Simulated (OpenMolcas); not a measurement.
**Ru⁴⁺ in Cs2ZrCl6: CASSCF and CASPT2 levels and susceptibility**

Aim: the ligand-field states of Ru⁴⁺ in this surrounding, its lowest levels with spin-orbit coupling and its magnetic susceptibility.

Program: OpenMolcas 26.06. Level of theory: state-averaged CASSCF and CASPT2, spin-orbit coupling by RASSI with atomic mean-field integrals. These are calculated values, not measurements, unless marked.

**1. What is computed**

| Item | Value |
| --- | --- |
| Species | Ru⁴⁺ (ruthenium, Z = 44, 40 electrons) |
| Basis | ANO-RCC-VDZP [6s5p3d1f], 151 functions with the ligands |
| Scalar Hamiltonian | DKH2, point nucleus |
| Inactive shells | 1s 2s 2p 3s 3p 3d 4s 4p of the metal, and all ligand shells |
| Active space | 4 electrons in 5 orbitals (4d) |
| Some configurations of this space | 4d4 |
| Orbitals | optimised for each spin and parity, averaged over all roots |

The outer shells:

4d4
```
4d [↑ ][↑ ][↑ ][↑ ][  ]
```

Ru⁴⁺ is taken with its 6 nearest chloride ions at 2.35 Å, on the cation site of Cs2ZrCl6 (a = 10.407 Å). The rest of the host is ab initio model potentials to 7.6 Å and point charges beyond; the distance is set by hand, nothing relaxes, and no local charge compensation is placed. Ligand basis ANO-RCC-VDZP.

```xyz
15

Ru    0.0000    0.0000    0.0000
Cl    2.3500    0.0000    0.0000
Cl    0.0000    2.3500    0.0000
Cl   -2.3500    0.0000    0.0000
Cl    0.0000   -2.3500    0.0000
Cl    0.0000    0.0000    2.3500
Cl    0.0000    0.0000   -2.3500
Cs    2.6018   -2.6018   -2.6018
Cs   -2.6018    2.6018    2.6018
Cs    2.6018   -2.6018    2.6018
Cs   -2.6018    2.6018   -2.6018
Cs    2.6018    2.6018   -2.6018
Cs   -2.6018   -2.6018    2.6018
Cs    2.6018    2.6018    2.6018
Cs   -2.6018   -2.6018   -2.6018
```

The work runs as a chain of OpenMolcas steps in one folder; each step below is one input file. Labels, J, g values, rates, χT and fits are worked out afterwards by a script from the matrices that RASSI stores.

**2. Basis and integrals**

a.inp reads:

```
&GATEWAY
Basis set
Ru.ANO-RCC-VDZP.
Ru1 0.0 0.0 0.0 Angstrom
End of basis
Basis set
Cl.ANO-RCC-VDZP.
L1 2.350000 0.000000 0.000000 Angstrom
L2 0.000000 2.350000 0.000000 Angstrom
L3 0.000000 0.000000 2.350000 Angstrom
End of basis
Basis set
Cs.EMB-AIMP.Seijo.0s.0s.ECP.Cs2ZrCl6.
PseudoCharge
* 4 symmetry-unique lattice sites within 7.6 angstrom
End of basis
Basis set
Cl.EMB-AIMP.Seijo.0s.0s.ECP.Cs2ZrCl6.
PseudoCharge
* 12 symmetry-unique lattice sites within 7.6 angstrom
End of basis
Basis set
Zr.EMB-AIMP.Seijo.0s.0s.ECP.Cs2ZrCl6.
PseudoCharge
* 6 symmetry-unique lattice sites within 7.6 angstrom
End of basis
Symmetry
XYZ
AngMom=0.0 0.0 0.0
AMFI
RICD
XField
1385 Angstrom 0
* Evjen-weighted lattice charges
&SEWARD
```

Run with:

```
OMP_NUM_THREADS=1 MOLCAS_MEM=2457 MOLCAS_PROJECT=a pymolcas a.inp > a.log
```

**3. Reference wave functions, quintets, 5 roots**

a.inp reads:

```
&RASSCF
FileOrb=start.orb
Symmetry=1
Spin=5
nActEl=4 0 0
Inactive=36 36
Ras2=5 0
CIRoot=5 5 1
SDav=5
CIMx=300
Iter=150 100
PrWF=0.3
OrbListing=Nothing
MaxOrb=0
LevShft=1.0
>>> COPY $Project.JobIph JOB001
```

start.orb holds start orbitals that the driver prepared beforehand, or those of the step before.

**4. Reference wave functions, triplets, 45 roots**

a.inp reads:

```
&RASSCF
FileOrb=start.orb
Symmetry=1
Spin=3
nActEl=4 0 0
Inactive=36 36
Ras2=5 0
CIRoot=45 45 1
SDav=45
CIMx=300
Iter=150 100
PrWF=0.3
OrbListing=Nothing
MaxOrb=0
LevShft=1.0
>>> COPY $Project.JobIph JOB002
```

**5. CASSCF: singlets, 50 roots**

a.inp reads:

```
&RASSCF
FileOrb=start.orb
Symmetry=1
Spin=1
nActEl=4 0 0
Inactive=36 36
Ras2=5 0
CIRoot=50 50 1
SDav=50
CIMx=300
Iter=150 100
PrWF=0.3
OrbListing=Nothing
MaxOrb=0
LevShft=1.0
>>> COPY $Project.JobIph JOB003
```

**6. RASSI: spin-orbit coupling between the states**

a.inp reads:

```
&RASSI
NrOfJobIphs=3 5 45 50
1 2 3 4 5
1 2 3 4 5 6 7 8 9 10 11 12 13 14 15 16 17 18 19 20 21 22 23 24 25 26 27
28 29 30 31 32 33 34 35 36 37 38 39 40 41 42 43 44 45
1 2 3 4 5 6 7 8 9 10 11 12 13 14 15 16 17 18 19 20 21 22 23 24 25 26 27
28 29 30 31 32 33 34 35 36 37 38 39 40 41 42 43 44 45 46 47 48 49 50
IphNames
JOB001
JOB002
JOB003
EJob
SpinOrbit
DIPRint=1.0
SOCoupling=1000.0
Subsets=2
Property=9
'ANGMOM' 1 'ANGMOM' 2 'ANGMOM' 3 'MLTPL  1' 1 'MLTPL  1' 2 'MLTPL  1' 3
'AMFI' 1 'AMFI' 2 'AMFI' 3
SOProperty=3
'ANGMOM' 1 'ANGMOM' 2 'ANGMOM' 3
```

**7. CASPT2: IPEA 0.25, imaginary shift 0.1 (closed shells correlated: 4s 4p of the metal, with ligand shells; the Frozen line counts the rest)**

a.inp reads:

```
>>> COPY JOB001 $Project.JobIph
&CASPT2
Multistate=5 1 2 3 4 5
NoMult
Frozen=23 21
IPEA=0.25
Imaginary=0.1
MaxIter=60
WThr=0.0 0.3 0.05
PrWF=0.5
NoMix
>>> COPY JOB002 $Project.JobIph
&CASPT2
Multistate=45 1 2 3 4 5 6 7 8 9 10 11 12 13 14 15 16 17 18 19 20 21 22
23 24 25 26 27 28 29 30 31 32 33 34 35 36 37 38 39 40 41 42 43 44 45
NoMult
Frozen=23 21
IPEA=0.25
Imaginary=0.1
MaxIter=60
WThr=0.0 0.3 0.05
PrWF=0.5
NoMix
>>> COPY JOB003 $Project.JobIph
&CASPT2
Multistate=50 1 2 3 4 5 6 7 8 9 10 11 12 13 14 15 16 17 18 19 20 21 22
23 24 25 26 27 28 29 30 31 32 33 34 35 36 37 38 39 40 41 42 43 44 45 46
47 48 49 50
NoMult
Frozen=23 21
IPEA=0.25
Imaginary=0.1
MaxIter=60
WThr=0.0 0.3 0.05
PrWF=0.5
NoMix
```

(Steps that only read results are left out.)

**Question.** What will these runs give? Wanted: spin-free ground state; first state of the same spin within the active space; lowest level; next level.

As calculated:

| quantity | value |
| --- | --- |
| method | SS-CASPT2, IPEA 0.25, imaginary shift 0.1 (closed shells correlated: 4s 4p of the metal, with ligand shells; the Frozen line counts the rest) |
| spin-free ground state | 3T1, 3-fold in its orbital part |
| first state of the same spin within the active space | 3E at 23100 cm⁻¹ |
| lowest level | 1-fold |
| next level | 744.3 cm⁻¹ |
| χT at 300 K | 1.05 cm³ K/mol |
| effective moment at 300 K | 2.90 μB |

Cost by method:

```
                                              method  time of its own steps  time with the reference
                                           A. CASSCF                   64 s                     64 s
B. SS-CASPT2, IPEA 0.25, imaginary shift 0.1, +4s 4p                4.9 min                    6 min
```

Times are of one thread on a shared host.

What this shows: The spin-free ground state (3T1) is 3-fold and has less than the highest spin computed. χT at 300 K is 1.05, against 1.00 cm³ K/mol for the spin alone; near agreement at one temperature doesn't show that the orbital moment is quenched. CASPT2 does not keep the components of a term degenerate, and the means are used. With metal d orbitals alone active, the gaps between spin states are rough; where two lie within a few thousand cm-1, their order is open. The bonds are covalent and no ligand orbital is active, so the numbers are rough.
